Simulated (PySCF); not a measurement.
**A diatomic session: BeAl**

Aim: find the lowest electronic state of BeAl, scan its bond at several levels of theory, and get bond length, wavenumber and dissociation energy from each curve.

The runs use PySCF 2.14.0; Be def2-TZVP, Al def2-TZVP, no relativity.

### 1 The job

Settings of the job:

```yaml
atoms: Be, Al
charge: 0
basis: Be def2-TZVP, Al def2-TZVP
Hamiltonian: no relativity
basis_functions: 56
electrons_treated: 17
masses_in_u: 9.0122, 26.9815
levels: PBE0, PBE, r²SCAN, B2PLYP, LDA, MN15, ωB97X, HF, MP2, SCS-MP2, CCSD, CCSD(T)
grid: 80 radial by 434 angular points
occupations: held fixed by the projection of orbital angular momentum
dissociation_limit: Be + Al, each in its ground configuration
starting_distance_in_angstrom: 2.155
values_of_2S_to_try: 1, 3
```

On the command line:

```bash
OMP_NUM_THREADS=1 python dia.py task.json out
```

Further steps of the session: PBE0 along the bond; Other states along the same grid; PBE (GGA); r²SCAN (meta-GGA); B2PLYP (double hybrid); LDA; MN15 (hybrid meta-GGA); ωB97X (range-separated hybrid); UHF (mean field); MP2 and coupled cluster.

What does the calculation give? Wanted: for each run, Re; ωe; De; μ.

As calculated:

Lowest PBE0 solution found, without spin–orbit coupling: ²Π (doublet), unpaired electrons π ↑. State 2 has its PBE0 minimum 0.12 eV higher. State 4 has its PBE0 minimum 0.96 eV higher. The other levels ran on the lowest alone.

| level | Re (Å) | ωe (cm⁻¹) | De (eV) | μ (D) |
| --- | --- | --- | --- | --- |
| UHF-MP2 | 2.432 | 415 | 0.459 | n/a |
| UHF-SCS-MP2 | 2.448 | 380 | 0.345 | n/a |
| UHF-CCSD | 2.481 | 329 | 0.318 | n/a |
| UHF-CCSD(T) | 2.453 | 367 | 0.452 | n/a |
| LDA | 2.391 | 418 | 1.15 | -0.14 |
| PBE | 2.417 | 404 | 0.94 | -0.09 |
| r²SCAN | 2.415 | 410 | 0.91 | -0.29 |
| PBE0 | 2.414 | 384 | 0.78 | -0.30 |
| MN15 | 2.484 | 325 | 0.64 | -0.35 |
| B2PLYP | 2.430 | 399 | 0.55 | -0.44 |

De is counted to Be + Al in their ground configurations. A positive dipole means Be(−)Al(+). No constants: UHF (fits of two degrees disagree); ωB97X (the points don't follow one smooth fit).

Differences from CCSD(T) in the same basis:

| level | Re (mÅ) | ωe (%) |
| --- | --- | --- |
| UHF-MP2 | -21 | +12.8 |
| UHF-SCS-MP2 | -5 | +3.4 |
| UHF-CCSD | +29 | -10.4 |
| LDA | -62 | +13.8 |
| PBE | -36 | +9.9 |
| r²SCAN | -38 | +11.6 |
| PBE0 | -39 | +4.6 |
| MN15 | +31 | -11.7 |
| B2PLYP | -23 | +8.5 |

What this shows: Against CCSD(T) in the same basis, the bond length is nearest at UHF-SCS-MP2 (-5 mÅ) and farthest at LDA (-62 mÅ); the wavenumber is nearest at UHF-SCS-MP2 (+3.4 %) and farthest at LDA (+13.8 %). Among the levels with a De in the table, it runs from 0.318 eV (UHF-CCSD) to 1.15 eV (LDA).

Correlated steps freeze 5 core orbitals. B2PLYP dipoles, levels and charges come from its SCF part alone.
